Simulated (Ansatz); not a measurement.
# CH3ClFIn (SMILES [CH3][In]([F])[Cl]) at BHLYP/def2-SVP (core potential)

Aim: the energy change on altering one bond length of CH3ClFIn at BHLYP/def2-SVP (core potential), from 2 runs. 

Program for the calculation: Ansatz 0.2.0.

118 further runs of the same task are left out: 1 that didn't finish, 117 set aside as unsound or not needed. Runs told in other sessions of the task aren't counted.

### 1 The system as given

CH3ClFIn: 7 atoms, total charge 0, spin state singlet. As SMILES, `[CH3][In]([F])[Cl]`. Geometry: relaxed at PBE0-D4/def2-TZVP.

Bond lengths: C1–In2 2.122 Å, In2–F3 1.947 Å, In2–Cl4 2.316 Å, C1–H5 1.089 Å, C1–H6 1.090 Å, C1–H7 1.088 Å. Angles: C1–In2–F3 121.8°, C1–In2–Cl4 129.4°, F3–In2–Cl4 108.8°, In2–C1–H5 109.1°, In2–C1–H6 108.9°, In2–C1–H7 109.1°, H5–C1–H6 109.2°, H5–C1–H7 110.4°, H6–C1–H7 110.2°.

### 2 A single-point energy at BHLYP/def2-SVP (core potential)

molecule.yaml

```yaml
crystal:
  periodic: [false, false, false]
  atoms:
    - {symbol: C, position_ang: [-0.390800, 0.951400, 0.427300]}
    - {symbol: In, position_ang: [0.391000, -0.846100, -0.384300]}
    - {symbol: F, position_ang: [2.306000, -1.125500, -0.600500]}
    - {symbol: Cl, position_ang: [-0.728400, -2.728700, -1.135500]}
    - {symbol: H, position_ang: [-1.112900, 1.373000, -0.270800]}
    - {symbol: H, position_ang: [-0.891300, 0.725700, 1.368500]}
    - {symbol: H, position_ang: [0.426300, 1.650400, 0.595200]}
basis:
  gaussian: {orbitals: def2-SVP}
output: {orbitals: {seedname: orbitals}}
hamiltonian: {xc: {name: BHLYP}}
accuracy: high
```

Started as:

```sh
$ ansatz run molecule.yaml --threads 1 --pin off --max-ram 3480MiB --events-out events.jsonl --progress --plain --runs-dir runs
```

The log of the run:

```text
Warning: RAYON_NUM_THREADS=1 ignored (pool sized by the plan → 1); use --threads N
Functional definition: BHLYP
  name "BHLYP"
  parameter a = 0.5
  exchange = (1 - a)*b88_x + a*exact_x
  correlation = lyp_c
1981 factors; integrals over basis functions are off by at most 3.3e-9 eV
mean field evaluation 1: about -21485.2291 eV, gradient 4.9e1 eV
mean field evaluation 2: about -21483.7955 eV, gradient 6.0e1 eV
mean field evaluation 4: about -21490.3422 eV, gradient 1.7e0 eV
mean field evaluation 8: about -21490.5703 eV, gradient 9.5e-2 eV
mean field evaluation 16: about -21490.5703 eV, gradient 4.9e-5 eV
mean field -21490.57033330 eV, -789.7638929171 hartree, gradient 1.4e-8 eV, S^2 0.000000; 0 other end points of the search recorded, 0 dependent functions left out
reference -21490.57036201 eV, -789.7638939719 hartree; 28, 28 occupied and 59, 59 virtual orbitals, 1981 factors
Total energy: -21490.57036201 eV, -789.7638939719 hartree
```

Run time: 8.4 s. Hardware: 1 thread of Arm Neoverse V2, shared host; peak memory 0.31 GiB.

### 3 The distorted shape at the same level

molecule.yaml

```yaml
crystal:
  periodic: [false, false, false]
  atoms:
    - {symbol: C, position_ang: [0.504720, 2.457480, 1.028260]}
    - {symbol: In, position_ang: [1.286520, 0.659980, 0.216660]}
    - {symbol: F, position_ang: [3.201520, 0.380580, 0.000460]}
    - {symbol: Cl, position_ang: [-0.728400, -2.728700, -1.135500]}
    - {symbol: H, position_ang: [-0.217380, 2.879080, 0.330160]}
    - {symbol: H, position_ang: [0.004220, 2.231780, 1.969460]}
    - {symbol: H, position_ang: [1.321820, 3.156480, 1.196160]}
basis:
  gaussian:
    orbitals: def2-SVP
hamiltonian:
  xc: {name: BHLYP}
accuracy: high
output: {orbitals: {seedname: orbitals}}
```

Started as:

```sh
$ ansatz run molecule.yaml --threads 1 --pin off --max-ram 3480MiB --events-out events.jsonl --progress --plain --runs-dir runs
```

The log of the run:

```text
Warning: RAYON_NUM_THREADS=1 ignored (pool sized by the plan → 1); use --threads N
Functional definition: BHLYP
  name "BHLYP"
  parameter a = 0.5
  exchange = (1 - a)*b88_x + a*exact_x
  correlation = lyp_c
1928 factors; integrals over basis functions are off by at most 8.7e-9 eV
mean field evaluation 1: about -21479.5465 eV, gradient 5.1e1 eV
mean field evaluation 2: about -21392.5655 eV, gradient 1.0e2 eV
mean field evaluation 4: about -21484.9019 eV, gradient 1.3e1 eV
mean field evaluation 8: about -21486.4266 eV, gradient 1.6e0 eV
mean field evaluation 16: about -21486.6248 eV, gradient 7.3e-3 eV
mean field evaluation 32: about -21486.6248 eV, gradient 6.6e-8 eV
mean field -21486.62477241 eV, -789.6188962288 hartree, gradient 6.6e-8 eV, S^2 0.000000; 0 other end points of the search recorded, 0 dependent functions left out
reference -21486.62480232 eV, -789.6188973279 hartree; 28, 28 occupied and 59, 59 virtual orbitals, 1928 factors
Total energy: -21486.62480232 eV, -789.6188973279 hartree
```

It took 8.7 s on 1 thread of Arm Neoverse V2, shared host; peak memory 0.3 GiB.

### 4 Summary of results

Level: BHLYP/def2-SVP (core potential).

| quantity | value |
| --- | --- |
| first shape: total energy | -789.76389 Eh |
| first shape: HOMO energy | -9.78 eV |
| first shape: LUMO energy | -0.57 eV |
| first shape: HOMO–LUMO gap | 9.21 eV |
| distorted shape: total energy | -789.61890 Eh |
| distorted shape: HOMO energy | -7.24 eV |
| distorted shape: LUMO energy | -4.19 eV |
| distorted shape: HOMO–LUMO gap | 3.06 eV |
| energy change with the In2–Cl4 bond stretched from 2.316 to 4.168 Å | 3.946 eV |

In words: With the In2–Cl4 bond stretched from 2.316 to 4.168 Å the energy rises by 3.95 eV (91 kcal/mol). The first shape isn't relaxed at this level, so the change isn't measured from a minimum. A restricted reference can't describe the breaking bond well at this length.
